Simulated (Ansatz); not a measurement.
# C9H17N: the cost of one run

Computed with Ansatz 0.2.0 (DFT PBE+D3(BJ), Gaussian basis def2-SVP, and further levels as typed in the inputs, unless a step's input says otherwise).

### Step 1. The system as given

Bond lengths (14 of 28 bonds, heavy atoms first): C1–C2 1.521 Å, C2–C3 1.535 Å, C3–C4 1.532 Å, C4–C5 1.538 Å, C5–C6 1.524 Å, C6–C7 1.525 Å, C7–C8 1.526 Å, C4–C9 1.529 Å, C8–C9 1.527 Å, C2–N10 1.469 Å, C9–N10 1.466 Å, C1–H11 1.095 Å, C1–H12 1.096 Å, C1–H13 1.095 Å. Angles (14 of 57 angles, heavy atoms first): C1–C2–C3 113.0°, C1–C2–N10 110.4°, C3–C2–N10 105.5°, C2–C3–C4 105.0°, C3–C4–C5 110.8°, C3–C4–C9 102.4°, C5–C4–C9 113.6°, C4–C5–C6 112.0°, C5–C6–C7 110.9°, C6–C7–C8 111.1°, C7–C8–C9 113.6°, C4–C9–C8 114.1°, C4–C9–N10 101.9°, C8–C9–N10 113.2°.

Coordinates:

```xyz
27

C    -2.7288    0.4153    1.1359
C    -1.9983    0.1301   -0.1668
C    -1.3684   -1.2694   -0.2079
C     0.1190   -1.0260   -0.4814
C     0.9293   -1.0706    0.8254
C     2.3144   -0.4573    0.6604
C     2.2182    0.9761    0.1500
C     1.4727    1.0367   -1.1798
C     0.1099    0.3491   -1.1492
N    -0.8821    1.0683   -0.3443
H    -3.5527   -0.2923    1.2770
H    -2.0614    0.3300    2.0007
H    -3.1512    1.4260    1.1345
H    -2.7009    0.2331   -1.0033
H    -1.5356   -1.8511    0.7051
H    -1.8023   -1.8336   -1.0429
H     0.5152   -1.7841   -1.1678
H     1.0252   -2.1108    1.1590
H     0.4018   -0.5384    1.6274
H     2.9062   -1.0616   -0.0378
H     2.8396   -0.4709    1.6220
H     1.7088    1.6012    0.8932
H     3.2252    1.3895    0.0238
H     1.3637    2.0824   -1.4923
H     2.0894    0.5482   -1.9456
H    -0.2649    0.2646   -2.1785
H    -1.1919    1.9156   -0.8169
```

### Step 2. Relaxing the atoms: C9H17N

Contents of input.yaml:

```yaml
relax:
  f_tol: 0.01
  max_steps: 200
crystal:
  periodic: [false, false, false]
  atoms:
    - { symbol: C, position_ang: [-2.728832, 0.415289, 1.135935] }
    - { symbol: C, position_ang: [-1.998323, 0.130065, -0.166756] }
    - { symbol: C, position_ang: [-1.368447, -1.269389, -0.207875] }
    - { symbol: C, position_ang: [0.11899, -1.026019, -0.481416] }
    - { symbol: C, position_ang: [0.92933, -1.070551, 0.825369] }
    - { symbol: C, position_ang: [2.314406, -0.457256, 0.660352] }
    - { symbol: C, position_ang: [2.218165, 0.976064, 0.149981] }
    - { symbol: C, position_ang: [1.472727, 1.036729, -1.179787] }
    - { symbol: C, position_ang: [0.109871, 0.349095, -1.149157] }
    - { symbol: "N", position_ang: [-0.882079, 1.068278, -0.344335] }
    - { symbol: H, position_ang: [-3.552668, -0.292327, 1.277048] }
    - { symbol: H, position_ang: [-2.061359, 0.329968, 2.000675] }
    - { symbol: H, position_ang: [-3.151172, 1.42604, 1.134537] }
    - { symbol: H, position_ang: [-2.700942, 0.233074, -1.003281] }
    - { symbol: H, position_ang: [-1.535601, -1.851075, 0.705078] }
    - { symbol: H, position_ang: [-1.802307, -1.833576, -1.0429] }
    - { symbol: H, position_ang: [0.515233, -1.784146, -1.167751] }
    - { symbol: H, position_ang: [1.025195, -2.110846, 1.158954] }
    - { symbol: H, position_ang: [0.401753, -0.53845, 1.627355] }
    - { symbol: H, position_ang: [2.906214, -1.061608, -0.037771] }
    - { symbol: H, position_ang: [2.839577, -0.470933, 1.622017] }
    - { symbol: H, position_ang: [1.708773, 1.601189, 0.893229] }
    - { symbol: H, position_ang: [3.225238, 1.389545, 0.023795] }
    - { symbol: H, position_ang: [1.363724, 2.082363, -1.492346] }
    - { symbol: H, position_ang: [2.08936, 0.548232, -1.945572] }
    - { symbol: H, position_ang: [-0.26494, 0.264602, -2.17845] }
    - { symbol: H, position_ang: [-1.191885, 1.915645, -0.816928] }
basis:
  gaussian: { orbitals: def2-SVP }
hamiltonian:
  xc: pbe
  dispersion: d3bj
```

Launch:

```
$ ansatz run input.yaml --threads 2 --pin off --max-ram 6144MiB --backend cpu --events-out ev --progress --plain --runs-dir out
```

What time and memory should one allow on 2 threads of Intel Xeon Platinum 8488C (Sapphire Rapids), shared host?

About 65 s, with a peak of 0.41 GiB.
